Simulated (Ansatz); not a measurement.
# BClFHSe: taking an electron away

One table from this session's results is given with a row withheld; the runs are named, their logs left out.

Method: unrestricted cation, the program's frozen cores in correlated methods; program: Ansatz 0.2.0, Gaussian basis.

Levels to be run: UKS PBE-D4/def2-TZVPP; UKS r2SCAN-D4/def2-TZVPP; UKS PBE0-D4/def2-TZVPP; UKS B3LYP-D4/def2-TZVPP; UKS wB97X-V/def2-TZVPP; UKS wB97M-V/def2-TZVPP; UKS B2PLYP/def2-TZVPP; UHF-CCSD(T)/def2-TZVPP; UHF-CCSD(T)/def2-QZVPP; extrapolation to the limit; then −ε(HOMO) from the neutral's earlier runs with LDA (SPW92), PBE-D4, revPBE-D4, BLYP-D4, r2SCAN-D4, B97M-V, PBE0-D4, B3LYP-D4, r2SCANh-D4, r2SCAN0-D4, HSE06-D4, BHLYP-D4, CAM-B3LYP-D4, LC-ωPBE, ωB97X-V, ωB97M-V.

## Structure used throughout

The geometry comes from an earlier relaxation with PBE0-D4 in a triple-zeta def2 set; it is a stationary point.

SMILES `FB(Cl)[SeH]`, 5 atoms, charge 0, spin multiplicity 1.

Atoms are counted from 1 here; the program's logs count them from 0.

Bond lengths: F1–B2 1.317 Å, B2–Cl3 1.748 Å, B2–Se4 1.936 Å, Se4–H5 1.466 Å. Angles: F1–B2–Cl3 118.6°, F1–B2–Se4 117.5°, Cl3–B2–Se4 123.8°, B2–Se4–H5 94.2°.

The first run:

in.yaml

```yaml
crystal:
  periodic: [false, false, false]
  atoms:
    - {symbol: F, position_ang: [1.396999, -1.264024, 0.026148]}
    - {symbol: B, position_ang: [0.331554, -0.495674, 0.122004]}
    - {symbol: Cl, position_ang: [-0.976214, -1.003127, 1.165483]}
    - {symbol: Se, position_ang: [0.312479, 1.141045, -0.912451]}
    - {symbol: H, position_ang: [-1.014918, 1.548082, -0.442583]}
basis:
  gaussian: {orbitals: def2-TZVPP}
total_charge: 1
magnetization: {spin_polarized: true, initial_magnetization: 1}
hamiltonian: {xc: pbe, dispersion: d4}
```

The run is started by

```console
$ ansatz run in.yaml --threads 2 --pin off --events-out ev --progress --plain --max-ram 32768MiB --backend cpu
```

Among the steps run: Cation, UKS PBE-D4/def2-TZVPP; Cation, UKS r2SCAN-D4/def2-TZVPP; Cation, UKS PBE0-D4/def2-TZVPP; Cation, UKS B3LYP-D4/def2-TZVPP; Cation, UKS wB97X-V/def2-TZVPP; Cation, UKS wB97M-V/def2-TZVPP; Cation, UKS B2PLYP (frozen core)/def2-TZVPP; Cation, UHF-CCSD(T)/def2-TZVPP; Cation, UHF-CCSD(T)/def2-QZVPP.

One table of the session follows, with a row left open; its other results are not shown here.

Orbital estimates, from the neutral's runs:

```
  functional  −ε(HOMO) (eV)
 LDA (SPW92)           6.86
      PBE-D4           6.69
   revPBE-D4           6.64
     BLYP-D4           6.51
   r2SCAN-D4           6.99
      B97M-V           7.01
     PBE0-D4           7.85
    B3LYP-D4           7.60
  r2SCANh-D4           7.41
  r2SCAN0-D4              ?
    HSE06-D4           7.46
    BHLYP-D4           8.84
CAM-B3LYP-D4           9.12
     LC-ωPBE          10.48
     ωB97X-V          10.12
     ωB97M-V           9.97
```

Q: Estimate the row for r2SCAN0-D4 from the others.

Worked estimate for «−ε(HOMO) (eV)». Against the share of exact exchange, r2SCAN-D4 (0, 6.99), r2SCANh-D4 (0.1, 7.41) give a slope of 4.20 per unit share; at 0.25 the line stands at 8.04.

**Answer.** −ε(HOMO) (eV): 8.05. In «−ε(HOMO) (eV)» the line misses by -0.01.
